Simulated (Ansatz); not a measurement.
# RuS: the cost of one run

Method: DFT LDA+U (U = 2 eV, J = 0.9 eV on Ru d), plane waves, PAW, in Ansatz 0.2.0.

4 further runs of the same task are left out: 4 that didn't finish. Runs told in other sessions of the task aren't counted.

## 1. The starting structure

The structure is cubic, space group Fm-3m (No. 225). Conventional cell: a = 5.094 Å, b = 5.094 Å, c = 5.094 Å, α = 90.00°, β = 90.00°, γ = 90.00°. Ru (site symmetry m-3m) has 6 S at 2.55 Å in its first shell of neighbours. Around S (site symmetry m-3m) lie 6 Ru at 2.55 Å.

As a file:

```
CELL_PARAMETERS angstrom
0.00000 2.54676 2.54676
2.54676 0.00000 2.54676
5.09351 5.09351 0.00000
ATOMIC_POSITIONS crystal
Ru 0.50000 0.50000 0.25000
S 0.00000 0.00000 0.00000
Ru 0.50000 0.50000 0.75000
S 0.00000 0.00000 0.50000
```

## 2. Ferromagnetic start, free, symmetry kept, no search

Contents of input.yaml:

```yaml
crystal:
  lattice:
    - [0.0, 2.54675546, 2.54675546]
    - [2.54675546, 0.0, 2.54675546]
    - [5.09351092, 5.09351092, 0.0]
  atoms:
    - { symbol: Ru, position: [0.5, 0.5, 0.25], spin: 4.0 }
    - { symbol: S, position: [0.0, 0.0, 0.0] }
    - { symbol: Ru, position: [0.5, 0.5, 0.75], spin: 4.0 }
    - { symbol: S, position: [0.0, 0.0, 0.5] }
basis:
  ecutwfc: 420
  ecutrho_ratio: 4
kpoints:
  mp_grid: { grid: [6, 6, 6] }
hamiltonian:
  xc: lda
  hubbard:
    sites:
      - { site: 0, l: d, u: 2.0, j: 0.9 }
      - { site: 2, l: d, u: 2.0, j: 0.9 }
scf:
  occupations: { method: gaussian, width: 0.05 }
  lower_state_search: "off"
  max_iter: 150
output:
  forces: true
  stress: true
  eigenvalues: true
  populations: true
  hubbard: { sites: [{ site: 0, l: d }, { site: 2, l: d }] }
magnetization:
  spin_polarized: true
```

The run is started by

```bash
ansatz run input.yaml --threads 2 --pin off --max-ram 3072MiB --backend cpu --events-out ev --progress --plain --runs-dir out
```

What time and memory should one allow on 2 threads of Arm Neoverse N1, shared host?

About 23 s, with a peak of 0.43 GiB.
